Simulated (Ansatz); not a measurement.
# C₂H₇AlCl₂O: up Jacob's ladder to CCSD(T)

One table from this session's results is given with a row withheld; the runs are named, their logs left out.

The runs use Ansatz 0.2.0, Gaussian basis; functionals in def2-TZVPP, the program's frozen cores in correlated methods.

Levels to be run: LDA (SPW92), PBE-D4, revPBE-D4, BLYP-D4, r2SCAN-D4, B97M-V, PBE0-D4, B3LYP-D4, r2SCANh-D4, r2SCAN0-D4, HSE06-D4, BHLYP-D4, CAM-B3LYP-D4, LC-ωPBE, ωB97X-V, ωB97M-V, B2PLYP, PBE-QIDH; CCSD(T)/def2-SVP; CCSD(T)/def2-TZVPP; MP2/def2-QZVPP; extrapolation to the limit; RPA on PBE.

### Structure used throughout

An earlier PBE0-D4 in a triple-zeta def2 set relaxation fixed the geometry.

SMILES `C[OH+][Al-]([CH3])([Cl])[Cl]`, 13 atoms, charge 0, spin multiplicity 1.

Atoms are counted from 1 here; the program's logs count them from 0.

Bond lengths: C1–O2 1.438 Å, C1–H7 1.089 Å, C1–H8 1.087 Å, C1–H9 1.089 Å, O2–Al3 1.947 Å, O2–H10 0.966 Å, Al3–C4 1.937 Å, Al3–Cl5 2.140 Å, Al3–Cl6 2.133 Å, C4–H11 1.094 Å, C4–H12 1.094 Å, C4–H13 1.093 Å. Angles: O2–C1–H7 109.0°, O2–C1–H8 106.6°, O2–C1–H9 110.4°, H7–C1–H8 109.8°, H7–C1–H9 111.5°, H8–C1–H9 109.5°, C1–O2–Al3 124.4°, C1–O2–H10 111.9°, Al3–O2–H10 108.1°, O2–Al3–C4 107.0°, O2–Al3–Cl5 92.9°, O2–Al3–Cl6 100.5°, C4–Al3–Cl5 119.6°, C4–Al3–Cl6 117.4°, Cl5–Al3–Cl6 113.7°, Al3–C4–H11 110.7°, Al3–C4–H12 111.8°, Al3–C4–H13 111.7° and more.

Set-up of the first run:

in.yaml

```yaml
crystal:
  periodic: [false, false, false]
  atoms:
    - {symbol: C, position_ang: [0.281189, 0.455364, 1.925638]}
    - {symbol: O, position_ang: [0.810423, 0.539481, 0.591595]}
    - {symbol: Al, position_ang: [-0.262388, 0.411095, -1.028196]}
    - {symbol: C, position_ang: [-0.397451, -1.470576, -1.468900]}
    - {symbol: Cl, position_ang: [1.068091, 1.665284, -2.139953]}
    - {symbol: Cl, position_ang: [-2.042306, 1.400063, -0.393012]}
    - {symbol: H, position_ang: [1.107598, 0.358532, 2.628760]}
    - {symbol: H, position_ang: [-0.336708, -0.438776, 1.958384]}
    - {symbol: H, position_ang: [-0.331017, 1.329050, 2.146706]}
    - {symbol: H, position_ang: [1.418066, 1.284025, 0.491369]}
    - {symbol: H, position_ang: [-0.979882, -1.612062, -2.383823]}
    - {symbol: H, position_ang: [-0.901561, -2.037718, -0.680485]}
    - {symbol: H, position_ang: [0.586345, -1.918362, -1.633384]}
basis:
  gaussian: {orbitals: def2-TZVPP}
hamiltonian: {xc: lda}
output: {orbitals: {seedname: orbitals}}
```

Command:

```
ansatz run in.yaml --threads 4 --pin off --events-out ev --progress --plain --max-ram 11315MiB
```

Among the steps run: LDA; PBE-D4 (GGA); revPBE-D4 (GGA); BLYP-D4 (GGA); r2SCAN-D4 (meta-GGA); B97M-V (meta-GGA); PBE0-D4 (hybrid); B3LYP-D4 (hybrid); r2SCANh-D4 (hybrid); r2SCAN0-D4 (hybrid); HSE06-D4 (hybrid); BHLYP-D4 (hybrid); CAM-B3LYP-D4 (range-separated); LC-ωPBE (range-separated); ωB97X-V (range-separated); ωB97M-V (range-separated); B2PLYP (double hybrid); PBE-QIDH (double hybrid).

One table of the session follows, with a row left open; its other results are not shown here.

It belongs to the step «Orbital energies across the functionals». 

| functional | HOMO (eV) | gap (eV) |
| --- | --- | --- |
| LDA (SPW92) | -6.86 | 5.62 |
| PBE-D4 | ? | ? |
| revPBE-D4 | -6.65 | 5.76 |
| BLYP-D4 | -6.56 | 5.56 |
| r2SCAN-D4 | -7.00 | 6.53 |
| B97M-V | -7.08 | 6.29 |
| PBE0-D4 | -8.02 | 7.91 |
| B3LYP-D4 | -7.78 | 7.32 |
| r2SCANh-D4 | -7.49 | 7.31 |
| r2SCAN0-D4 | -8.22 | 8.45 |
| HSE06-D4 | -7.62 | 7.14 |
| BHLYP-D4 | -9.22 | 9.82 |
| CAM-B3LYP-D4 | -9.39 | 10.10 |
| LC-ωPBE | -10.78 | 12.85 |
| ωB97X-V | -10.41 | 12.24 |
| ωB97M-V | -10.24 | 11.67 |

Q: Estimate the row for PBE-D4 from the others.

As computed: HOMO (eV): -6.71; gap (eV): 5.70. In the column «HOMO (eV)» it lies between LDA (SPW92) (-6.86) and revPBE-D4 (-6.65).
